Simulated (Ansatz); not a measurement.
# H10CO6: the cost of one run

Method: DFT r2SCAN+D3(BJ), plane waves, PAW, scalar-relativistic, no spin polarisation, in Ansatz 0.2.0.

## Step 1: The starting structure

The cell holds 17 atoms (CH10O6): a = 5.481 Å, b = 5.481 Å, c = 5.481 Å, α = 90.00°, β = 90.00°, γ = 90.00°.

As a file:

```xyz
17
Lattice="5.4815 0.0000 0.0000 0.0000 5.4815 0.0000 0.0000 0.0000 5.4815" Properties=species:S:1:pos:R:3 pbc="T T T"
O     1.0171    4.8275    4.4680
H     0.7857    5.6276    3.9737
H     1.1683    4.1626    3.7801
O     2.7150    0.4631    2.3378
H     3.1826    1.1319    1.8162
H     2.8576   -0.3592    1.8464
O     1.4917    3.3597    0.8397
H     1.6810    3.2956    1.7874
H     2.1837    2.8230    0.4257
O     3.6753   -0.0413    4.5753
H     3.3407    0.7589    5.0064
H     4.0816    0.2849    3.7588
O     5.6451    0.4097    1.4233
C     5.5030    1.2305    2.4863
O     4.4508    1.6874    2.8789
H     4.7438    0.2765    1.0616
H     6.4851    1.4175    2.9360
```

## Step 2: Relaxing the start

Contents of input.yaml:

```yaml
accuracy: low
crystal:
  lattice:
    - [5.48148, 0.0, 0.0]
    - [0.0, 5.48148, 0.0]
    - [0.0, 0.0, 5.48148]
  atoms:
    - { symbol: O, position: [0.1855589, 0.8806843, 0.8151153] }
    - { symbol: H, position: [0.1433287, 1.0266538, 0.72494] }
    - { symbol: H, position: [0.213141, 0.7593912, 0.6896191] }
    - { symbol: O, position: [0.4953034, 0.0844885, 0.426499] }
    - { symbol: H, position: [0.5806186, 0.2065035, 0.3313373] }
    - { symbol: H, position: [0.5213218, -0.0655337, 0.3368415] }
    - { symbol: O, position: [0.2721401, 0.6129185, 0.1531841] }
    - { symbol: H, position: [0.3066614, 0.6012197, 0.3260814] }
    - { symbol: H, position: [0.3983692, 0.515011, 0.0776697] }
    - { symbol: O, position: [0.6704994, -0.00753, 0.8346893] }
    - { symbol: H, position: [0.6094586, 0.1384524, 0.9133356] }
    - { symbol: H, position: [0.7446101, 0.051969, 0.6857277] }
    - { symbol: O, position: [1.0298435, 0.0747437, 0.25966] }
    - { symbol: C, position: [1.0039317, 0.2244848, 0.4535825] }
    - { symbol: O, position: [0.8119778, 0.3078384, 0.5251969] }
    - { symbol: H, position: [0.8654253, 0.0504388, 0.1936738] }
    - { symbol: H, position: [1.1830905, 0.2585927, 0.5356282] }
basis:
  ecutwfc: 500.0
kpoints:
  mp_grid: { grid: [1, 1, 1] }
hamiltonian:
  xc: r2scan
  dispersion: d3bj
scf:
  occupations: { method: fermi_dirac, width: 0.02 }
  lower_state_search: "off"
relax:
  f_tol: 0.3
  max_steps: 15
  adjacent_minimum: "off"
```

Launch:

```sh
$ ansatz run input.yaml --threads 1 --pin off --max-ram 3072MiB --backend cpu --events-out ev --progress --plain --runs-dir out
```

Q: Estimate wall time and peak memory on 1 thread of Arm Neoverse V1, shared host.

About 1.8 min, with a peak of 0.42 GiB.
